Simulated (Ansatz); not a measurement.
# CuO: the cost of one run

Program: Ansatz 0.2.0. Level of theory: DFT LDA+U (U_eff = 1 eV on Cu d, around-mean-field double counting), plane waves, PAW. These are calculated values, not measurements.

### Step 1. The system as given

It takes space group P-6m2 (No. 187, hexagonal). The conventional cell has a = 2.836 Å, b = 2.836 Å, c = 2.768 Å, α = 90.00°, β = 90.00°, γ = 120.00°. Around Cu (site symmetry -6m2) lie 6 O at 2.14 Å. Around O (site symmetry -6m2) lie 6 Cu at 2.14 Å.

Coordinates:

```cif
data_structure
_symmetry_space_group_name_H-M 'P 1'
_symmetry_Int_Tables_number 1
_cell_length_a 2.8363
_cell_length_b 2.8363
_cell_length_c 2.7681
_cell_angle_alpha 90.000
_cell_angle_beta 90.000
_cell_angle_gamma 120.000
_cell_volume 19.29
loop_
_atom_site_label
_atom_site_type_symbol
_atom_site_fract_x
_atom_site_fract_y
_atom_site_fract_z
_atom_site_occupancy
Cu1 Cu 0.00000 0.00000 0.00000 1
O1 O 0.66667 0.33333 0.50000 1
```

An earlier series on this cell reached its lowest free state from «ferromagnetic start, free, natural orbitals of the symmetric run filled by rank», perhaps among other starts.

### Step 2. Total moment held at first, then free, 0.50 μB per cell

The input, input.yaml:

```yaml
crystal:
  lattice:
    - [2.83632511, 0.0, 0.0]
    - [-1.41816255, 2.4563296, 0.0]
    - [0.0, 0.0, 2.76811278]
  atoms:
    - { symbol: Cu, position: [0.0, 0.0, 0.0], spin: 0.5 }
    - { symbol: O, position: [0.6666666667, 0.3333333333, 0.5] }
basis:
  ecutwfc: 420
  ecutrho_ratio: 4
kpoints:
  mp_grid: { grid: [8, 8, 7] }
hamiltonian:
  xc: lda
  hubbard: { sites: [{ site: 0, l: d, u_eff: 1.0 }], double_counting: amf }
scf:
  occupations: { method: gaussian, width: 0.05 }
  lower_state_search: "off"
  max_iter: 150
output:
  forces: true
  stress: true
  eigenvalues: true
  populations: true
  hubbard: { sites: [{ site: 0, l: d }] }
magnetization:
  spin_polarized: true
  initial_magnetization: 0.5
  spin_locking: { lock_magnetization: soft, n_iters: 12 }
```

The lock is temporary (n_iters 12) and is released on the way.

Command:

```sh
$ ansatz run input.yaml --threads 2 --pin off --max-ram 3072MiB --backend cpu --events-out ev --progress --plain --runs-dir out
```

**Question.** How long does this run take on 2 threads of AMD EPYC 7R43 (Zen 3), shared host, and how much memory does it need?

About 3 s, with a peak of 0.36 GiB.
